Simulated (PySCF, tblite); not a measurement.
# C14H42S5Si6: electronic excitations, NMR shifts, part 2 of 2

tblite 0.8.0 and PySCF 2.14.0. Atoms count from 0.

### 4 NMR shifts: GIAO KT3/pcSseg-1

The job: settings as JSON, then the geometry in Å.

```
{"job": {"kind": "nmr", "xc": "KT3", "basis": "pcSseg-1", "pop": false}, "charge": 0, "multiplicity": 1}
C     -8.019739     1.297985    -2.625238
Si    -7.090831     0.561182    -1.139488
C     -8.262048    -0.508078    -0.079368
C     -6.268549     1.918345    -0.092220
S     -5.604110    -0.772126    -2.049272
Si    -4.062914    -1.104213    -0.588561
C     -4.764839    -1.706444     1.071299
C     -2.921386    -2.409973    -1.358064
S     -2.965172     0.772359    -0.342880
Si    -1.852660     0.628107     1.509550
C     -2.972348     0.695981     3.044860
C     -0.641742     2.082042     1.490030
S     -0.898544    -1.327535     1.614964
Si     0.857575    -1.165210     0.369928
C      1.472019    -2.956542     0.229569
C      0.432750    -0.433293    -1.332478
S      2.244878     0.121699     1.432562
Si     4.224097    -0.295785     0.659528
C      4.876934    -1.906390     1.434619
C      4.192884    -0.408996    -1.239952
S      5.354001     1.391154     1.370458
Si     7.229752     1.464202     0.245505
C      7.989470    -0.268836     0.012499
C      8.363645     2.541423     1.323275
C      6.913237     2.296148    -1.438884
H     -8.848030     1.918605    -2.297570
H     -7.363220     1.909727    -3.235837
H     -8.418983     0.514022    -3.260772
H     -9.134286     0.060696     0.228001
H     -8.610322    -1.369759    -0.640940
H     -7.775971    -0.877455     0.818468
H     -5.463965     2.399772    -0.639318
H     -6.988331     2.680849     0.188520
H     -5.838713     1.516264     0.820246
H     -5.464072    -2.521174     0.910823
H     -5.285379    -0.919308     1.608438
H     -3.960884    -2.073020     1.702127
H     -3.457530    -3.339140    -1.521150
H     -2.081818    -2.613370    -0.700044
H     -2.539959    -2.079824    -2.319861
H     -3.391052    -0.275122     3.286887
H     -3.789746     1.395605     2.899054
H     -2.399539     1.027501     3.905483
H     -0.099690     2.150846     0.552901
H      0.091910     1.981624     2.283548
H     -1.174948     3.016609     1.631481
H      1.723329    -3.358158     1.206422
H      0.702042    -3.592260    -0.195715
H      2.350290    -3.026449    -0.404033
H     -0.434826    -0.926001    -1.759729
H      0.198017     0.624711    -1.261611
H      1.256584    -0.543620    -2.030431
H      5.887123    -2.126609     1.104544
H      4.893381    -1.822525     2.517837
H      4.250858    -2.755302     1.179434
H      3.594826    -1.252634    -1.570309
H      3.774148     0.491471    -1.680056
H      5.193654    -0.539852    -1.638973
H      8.971278    -0.188997    -0.444330
H      7.382750    -0.903352    -0.626678
H      8.111546    -0.775445     0.965254
H      8.550486     2.077470     2.286686
H      9.321592     2.708209     0.840391
H      7.910305     3.509163     1.512513
H      7.848077     2.488212    -1.957011
H      6.407551     3.247689    -1.303453
H      6.293861     1.687106    -2.090118
```

With the program's defaults for keys left out, this is: GIAO KT3/pcSseg-1 NMR shielding, non-relativistic, gas phase.

The log of the run:

```text
start: PBE on a coarse grid of 55922 points
cycle   1  E = -4283.5401127503  dE =  1.232e+00  |g| = 1.620e+00  |ddm| = 7.653e+00
cycle   2  E = -4282.7585078319  dE =  7.816e-01  |g| = 2.323e+00  |ddm| = 3.652e+00
cycle   3  E = -4284.2114683287  dE = -1.453e+00  |g| = 1.617e-01  |ddm| = 2.326e+00
cycle   4  E = -4284.2183923215  dE = -6.924e-03  |g| = 8.561e-02  |ddm| = 4.032e-01
cycle   5  E = -4284.2203193393  dE = -1.927e-03  |g| = 1.737e-02  |ddm| = 1.423e-01
cycle   6  E = -4284.2203874959  dE = -6.816e-05  |g| = 7.940e-03  |ddm| = 4.182e-02
final grid: 459609 points
cycle   7  E = -4324.0522042018  dE = -9.772e-02  |g| = 4.052e-01  |ddm| = 9.162e-01
cycle   8  E = -4324.0548655397  dE = -2.661e-03  |g| = 2.224e-01  |ddm| = 4.816e-01
cycle   9  E = -4324.0591235673  dE = -4.258e-03  |g| = 8.986e-02  |ddm| = 3.760e-01
cycle  10  E = -4324.0617117634  dE = -2.588e-03  |g| = 1.059e-02  |ddm| = 1.500e-01
cycle  11  E = -4324.0617435073  dE = -3.174e-05  |g| = 2.882e-03  |ddm| = 1.949e-02
cycle  12  E = -4324.0617426350  dE =  8.723e-07  |g| = 1.059e-03  |ddm| = 5.535e-03
cycle  13  E = -4324.0617447698  dE = -2.135e-06  |g| = 2.338e-04  |ddm| = 1.756e-03
cycle  14  E = -4324.0617456390  dE = -8.692e-07  |g| = 1.135e-04  |ddm| = 5.233e-04
cycle  15  E = -4324.0617439568  dE =  1.682e-06  |g| = 2.301e-05  |ddm| = 2.150e-04
converged SCF energy = -4324.0617439568

GIAO shielding tensors (ppm)
atom      isotropic    diamagn.    paramagn.     s11        s22        s33       span
  0 C      181.157     250.530     -69.373    172.083    178.899    192.488     20.405
  1 Si     339.689     884.448    -544.759    324.663    341.334    353.070     28.407
  2 C      178.130     248.259     -70.130    170.235    174.001    190.153     19.918
  3 C      178.037     260.989     -82.952    174.554    176.812    182.744      8.190
  4 S      668.988    1070.176    -401.188    621.903    665.072    719.988     98.085
  5 Si     330.681     891.533    -560.851    308.902    337.750    345.393     36.491
  6 C      173.097     262.379     -89.282    162.632    174.302    182.357     19.725
  7 C      174.646     262.335     -87.689    164.933    173.134    185.871     20.938
  8 S      613.696    1078.034    -464.338    550.553    600.076    690.458    139.906
  9 Si     335.118     893.961    -558.842    313.181    337.509    354.666     41.485
 10 C      174.274     261.104     -86.831    162.370    170.998    189.454     27.084
 11 C      174.614     264.878     -90.264    168.768    170.693    184.381     15.613
 12 S      628.959    1075.881    -446.922    582.630    634.400    669.847     87.217
 13 Si     332.609     894.565    -561.956    313.468    333.653    350.706     37.239
 14 C      175.673     263.295     -87.622    166.989    173.715    186.314     19.325
 15 C      171.832     269.703     -97.872    161.172    171.298    183.025     21.854
 16 S      644.090    1076.483    -432.393    574.258    614.077    743.935    169.677
 17 Si     332.491     892.931    -560.440    314.101    337.927    345.444     31.343
 18 C      171.467     259.478     -88.011    158.925    169.194    186.282     27.357
 19 C      174.207     266.838     -92.631    168.531    172.366    181.724     13.194
 20 S      681.553    1073.570    -392.016    621.480    665.944    757.237    135.757
 21 Si     341.220     885.447    -544.227    321.801    344.826    357.033     35.232
 22 C      179.831     253.419     -73.588    173.688    179.037    186.767     13.079
 23 C      181.192     250.066     -68.874    172.159    178.877    192.539     20.380
 24 C      178.515     255.858     -77.343    169.572    175.972    190.002     20.430
 25 H       31.685      21.141      10.543     27.024     28.501     39.529     12.506
 26 H       31.317      34.395      -3.077     26.519     30.278     37.156     10.637
 27 H       31.359      25.387       5.973     26.779     29.418     37.882     11.103
 28 H       31.596      19.747      11.848     27.110     28.135     39.542     12.433
 29 H       31.376      25.010       6.366     27.571     29.081     37.475      9.904
 30 H       31.399      32.475      -1.076     26.161     31.958     36.078      9.917
 31 H       30.754      43.238     -12.485     25.593     30.997     35.672     10.079
 32 H       31.507      28.781       2.726     26.431     29.023     39.066     12.635
 33 H       31.154      42.255     -11.101     26.253     30.062     37.148     10.895
 34 H       31.285      32.431      -1.147     26.705     29.310     37.839     11.135
 35 H       31.143      38.245      -7.102     28.274     30.677     34.478      6.203
 36 H       30.801      42.331     -11.530     25.688     30.571     36.144     10.456
 37 H       31.326      33.505      -2.180     26.049     29.647     38.281     12.232
 38 H       30.404      44.238     -13.833     23.965     28.701     38.548     14.583
 39 H       31.175      40.314      -9.139     27.352     30.509     35.663      8.312
 40 H       31.094      38.189      -7.095     27.809     30.375     35.099      7.290
 41 H       31.326      35.942      -4.617     26.452     29.991     37.535     11.082
 42 H       31.136      35.812      -4.676     25.880     29.465     38.063     12.183
 43 H       30.859      44.886     -14.027     27.534     29.691     35.352      7.818
 44 H       30.775      41.136     -10.361     24.925     30.649     36.751     11.827
 45 H       31.119      37.675      -6.555     25.800     29.588     37.971     12.170
 46 H       31.152      37.842      -6.690     27.476     29.769     36.212      8.736
 47 H       31.255      38.460      -7.205     25.510     30.680     37.574     12.064
 48 H       31.429      39.487      -8.058     26.439     30.695     37.152     10.714
 49 H       30.858      45.735     -14.877     24.557     29.185     38.833     14.276
 50 H       30.670      46.647     -15.977     27.386     30.481     34.141      6.755
 51 H       31.289      44.161     -12.872     25.613     30.482     37.771     12.158
 52 H       31.380      33.065      -1.685     25.716     30.498     37.925     12.209
 53 H       31.013      35.169      -4.156     27.660     29.244     36.136      8.476
 54 H       31.326      38.743      -7.417     25.374     31.359     37.244     11.871
 55 H       31.347      43.906     -12.559     26.354     30.897     36.789     10.435
 56 H       31.237      45.387     -14.150     26.791     32.102     34.818      8.027
 57 H       31.260      37.072      -5.812     26.075     30.047     37.659     11.585
 58 H       31.572      20.745      10.826     26.931     28.372     39.411     12.480
 59 H       31.473      37.244      -5.771     26.833     31.605     35.982      9.149
 60 H       31.471      29.390       2.080     27.386     30.479     36.547      9.161
 61 H       31.363      27.546       3.817     26.770     29.854     37.466     10.696
 62 H       31.684      18.901      12.782     26.998     28.491     39.561     12.563
 63 H       31.318      31.684      -0.366     26.637     29.877     37.440     10.803
 64 H       31.631      24.270       7.361     26.927     28.384     39.583     12.656
 65 H       31.332      36.988      -5.656     27.664     29.434     36.899      9.236
 66 H       31.400      39.995      -8.595     26.353     31.464     36.385     10.032
```

Wall time 49 s (2 threads of Arm Neoverse V2, shared host); peak memory 1.2 GiB.

The references, computed at this level on geometries of the same kind, shield at (ppm): ¹H TMS 31.76, ¹³C TMS 184.7, ²⁹Si TMS 361.7. Their shielding less the atom's gives the shift. The references are single molecules in the gas phase. Atoms listed in one row are averaged.

```
                              atoms                               environment  σ (ppm)  δ (ppm)
                   C6, C7, C18, C19                methyl carbon bonded to Si    173.4     11.4
                 C10, C11, C14, C15                methyl carbon bonded to Si    174.1     10.6
          C0, C2, C3, C22, C23, C24                methyl carbon bonded to Si    179.5      5.2
 H40, H41, H42, H43, H44 and 7 more  hydrogen on a methyl carbon bonded to Si    31.08     0.68
 H34, H35, H36, H37, H38 and 7 more  hydrogen on a methyl carbon bonded to Si    31.14     0.62
H25, H26, H27, H28, H29 and 13 more  hydrogen on a methyl carbon bonded to Si    31.41     0.35
                          Si5, Si17                silicon bonded to 2 C, 2 S    331.6     30.1
                          Si9, Si13                silicon bonded to 2 C, 2 S    333.9     27.8
                          Si1, Si21                  silicon bonded to 3 C, S    340.5     21.2
                            S8, S16                     sulfur bonded to 2 Si      629        –
                                S12                     sulfur bonded to 2 Si      629        –
                            S4, S20                     sulfur bonded to 2 Si      675        –
```

### 5 Summary of results

This closing draws on all 2 parts.

| quantity | value |
| --- | --- |
| lowest singlet (B3LYP/6-31G*) | 5.62 eV (221 nm), f = 0.046 |
| brightest single state of those computed | state 5, 6.09 eV, f = 0.162 |
| lowest triplet | 5.30 eV |
| ¹³C shifts against TMS (KT3/pcSseg-1, means over atoms taken as alike) | 11.4, 10.6, 5.2 ppm |
| ¹H shifts against TMS (KT3/pcSseg-1, means over atoms taken as alike) | 0.68, 0.62, 0.35 ppm |
| ²⁹Si shifts against TMS (KT3/pcSseg-1, means over atoms taken as alike) | 30.1, 27.8, 21.2 ppm |
| shieldings of S (KT3/pcSseg-1, a mean where the table joins atoms) | S8 628.9, S12 629.0, S4 675.3 ppm |

What this shows: The first singlet state (HOMO→LUMO 0.46, HOMO−1→LUMO 0.41) lies at 5.62 eV and is weak; of the 6 states computed, the strongest absorption comes from state 5 at 6.09 eV. The lowest triplet lies 0.31 eV below the lowest singlet. At KT3/pcSseg-1: Shielding is most anisotropic at S8, S16 (span 155 ppm, paramagnetic term -448 ppm).
